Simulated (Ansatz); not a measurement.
# CH₈O₂Si₂: up Jacob's ladder to CCSD(T)

Aim: compute CH₈O₂Si₂ with functionals from several rungs and with coupled cluster, and see how far each lands from CCSD(T) at the basis-set limit for the atomisation energy.

Computed with Ansatz 0.2.0, Gaussian basis. Level: functionals in def2-TZVPP, the program's frozen cores in correlated methods.

Levels to be run: PBE-D4, r2SCAN-D4, PBE0-D4, B3LYP-D4, ωB97X-V, ωB97M-V, B2PLYP; CCSD(T)/def2-TZVPP; MP2/def2-QZVPP; extrapolation to the limit.

## (1) Structure used throughout

An earlier PBE0-D4 in a triple-zeta def2 set relaxation fixed the geometry.

SMILES `O[SiH2]C[SiH2]O`, 13 atoms, charge 0, spin multiplicity 1.

Atoms are counted from 1 here; the program's logs count them from 0.

Bond lengths: O1–Si2 1.651 Å, O1–H6 0.957 Å, Si2–C3 1.867 Å, Si2–H7 1.491 Å, Si2–H8 1.482 Å, C3–Si4 1.867 Å, C3–H9 1.097 Å, C3–H10 1.096 Å, Si4–O5 1.651 Å, Si4–H11 1.482 Å, Si4–H12 1.490 Å, O5–H13 0.958 Å. Angles: Si2–O1–H6 118.3°, O1–Si2–C3 112.1°, O1–Si2–H7 110.5°, O1–Si2–H8 105.0°, C3–Si2–H7 109.6°, C3–Si2–H8 109.9°, H7–Si2–H8 109.6°, Si2–C3–Si4 113.9°, Si2–C3–H9 107.6°, Si2–C3–H10 109.7°, Si4–C3–H9 108.7°, Si4–C3–H10 109.6°, H9–C3–H10 107.1°, C3–Si4–O5 112.8°, C3–Si4–H11 110.5°, C3–Si4–H12 108.4°, O5–Si4–H11 104.8°, O5–Si4–H12 110.3° and more.

## (2) PBE-D4 (GGA)

The input, in.yaml:

```yaml
crystal:
  periodic: [false, false, false]
  atoms:
    - {symbol: O, position_ang: [-2.023815, 0.249442, 1.244510]}
    - {symbol: Si, position_ang: [-1.571053, -0.748645, 0.009771]}
    - {symbol: C, position_ang: [0.021141, -0.196665, -0.792921]}
    - {symbol: Si, position_ang: [1.331057, 0.349428, 0.419889]}
    - {symbol: O, position_ang: [2.834814, 0.433453, -0.257399]}
    - {symbol: H, position_ang: [-2.291906, 1.143514, 1.031255]}
    - {symbol: H, position_ang: [-2.648572, -0.829651, -1.017582]}
    - {symbol: H, position_ang: [-1.382977, -2.076872, 0.640103]}
    - {symbol: H, position_ang: [0.409585, -1.042643, -1.373615]}
    - {symbol: H, position_ang: [-0.183481, 0.613594, -1.501873]}
    - {symbol: H, position_ang: [1.465433, -0.636451, 1.517951]}
    - {symbol: H, position_ang: [0.938067, 1.677405, 0.970175]}
    - {symbol: H, position_ang: [2.987108, 1.102790, -0.925063]}
basis:
  gaussian: {orbitals: def2-TZVPP}
hamiltonian: {xc: pbe, dispersion: d4}
output: {forces: true, orbitals: {seedname: orbitals}}
```

Launch:

```bash
> ansatz run in.yaml --threads 4 --pin off --events-out ev --progress --plain --max-ram 10444MiB
```

Further steps of the session: r2SCAN-D4 (meta-GGA); PBE0-D4 (hybrid); B3LYP-D4 (hybrid); ωB97X-V (range-separated); ωB97M-V (range-separated); B2PLYP (double hybrid); CCSD(T) in def2-TZVPP; MP2 in def2-QZVPP.

**Question.** What will the summary of the whole plan be? Wanted: atomisation energy, CCSD(T)/CBS; farthest; mean size of error, hybrid; mean size of error, range-separated; gap, smallest and largest; T1 diagnostic; triples share of the correlation energy.

**Answer**, as computed:

```
                               quantity                                 value
        atomisation energy, CCSD(T)/CBS                             48.674 eV
    functionals within 0.243 eV (0.5 %)   PBE-D4, r2SCAN-D4, ωB97X-V, ωB97M-V
                               farthest                    B2PLYP (-0.819 eV)
             mean size of error, hybrid                              0.573 eV
    mean size of error, range-separated                              0.061 eV
              gap, smallest and largest  5.97 eV (PBE-D4), 12.60 eV (ωB97X-V)
                          T1 diagnostic                                0.0111
triples share of the correlation energy                                 3.4 %
```

In words: PBE-D4 misses by -0.158 eV. Double hybrids carry the basis error of their MP2 part in triple zeta, and no dispersion term here, so their miss is partly the set-up's. Misses under about 0.243 eV are within the doubt on the reference itself, which lacks core-valence correlation, relativity and higher excitations. Hartree-Fock recovers 74 % of the binding; the rest is correlation. The gap grows from 6.0 to 12.6 eV across the functionals, mostly with the share of exact exchange.
